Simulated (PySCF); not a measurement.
# The bond of CaAs, level by level

An exercise on one series of results from a longer session: the logs are not shown, and one member is left open.

Method: Ca x2c-SVPall, As x2c-SVPall, spin-free X2C with a Gaussian nucleus; program: PySCF 2.14.0.

The first run:

Settings of the job:

```yaml
atoms: Ca, As
charge: 0
basis: Ca x2c-SVPall, As x2c-SVPall
Hamiltonian: spin-free X2C with a Gaussian nucleus
basis_functions: 56
electrons_treated: 53
masses_in_u: 39.9626, 74.9216
levels: PBE0, PBE, r²SCAN, M06-2X, M06, B97-3, HF, MP2, SCS-MP2, CCSD, CCSD(T)
grid: 80 radial by 434 angular points
occupations: held fixed by the projection of orbital angular momentum
dissociation_limit: Ca + As, each in its ground configuration
starting_distance_in_angstrom: 2.765
values_of_2S_to_try: 1, 3
```

Command:

```bash
$ OMP_NUM_THREADS=1 python dia.py task.json out
```

Steps of the session up to this table: Input; PBE0 along the bond; Excited determinants; PBE (GGA); r²SCAN (meta-GGA); M06-2X (hybrid meta-GGA); M06; B97-3; UHF; MP2 and coupled cluster.

One table of the session follows, with a row left open; its other results are not shown here.

Energy (eV) from each level's lowest point:

| R (Å) | UHF | UHF-MP2 | UHF-SCS-MP2 | UHF-CCSD | UHF-CCSD(T) |
| --- | --- | --- | --- | --- | --- |
| 2.467 | 0.856 | 0.747 | 0.784 | n/a | n/a |
| 2.582 | 0.437 | 0.373 | 0.398 | 0.408 | 0.412 |
| 2.697 | 0.184 | 0.152 | 0.168 | 0.177 | 0.181 |
| 2.783 | 0.075 | 0.059 | 0.070 | 0.076 | 0.079 |
| 2.869 | 0.018 | 0.012 | 0.017 | 0.021 | 0.023 |
| 2.955 | 0.000 | 0.000 | 0.000 | 0.000 | 0.000 |
| 3.070 | 0.021 | 0.021 | 0.015 | 0.009 | 0.006 |
| 3.213 | ? | ? | ? | ? | ? |
| 3.385 | 0.200 | 0.183 | 0.167 | 0.128 | 0.126 |
| 3.615 | 0.319 | 0.305 | 0.285 | n/a | n/a |

**Question.** Estimate the row for R (Å) = 3.213.

Worked estimate for «UHF». A straight line through the neighbours (3.070, 0.021) and (3.385, 0.200) gives 0.021 + (0.200 − 0.021) × (3.213 − 3.070) / (3.385 − 3.070) = 0.102; a parabola fitted to 4 rows on both sides gives 0.102.

The run gave: UHF: 0.091; UHF-MP2: 0.085; UHF-SCS-MP2: 0.073; UHF-CCSD: 0.054; UHF-CCSD(T): 0.050. In «UHF» the line misses by +0.011 and the parabola by +0.011.
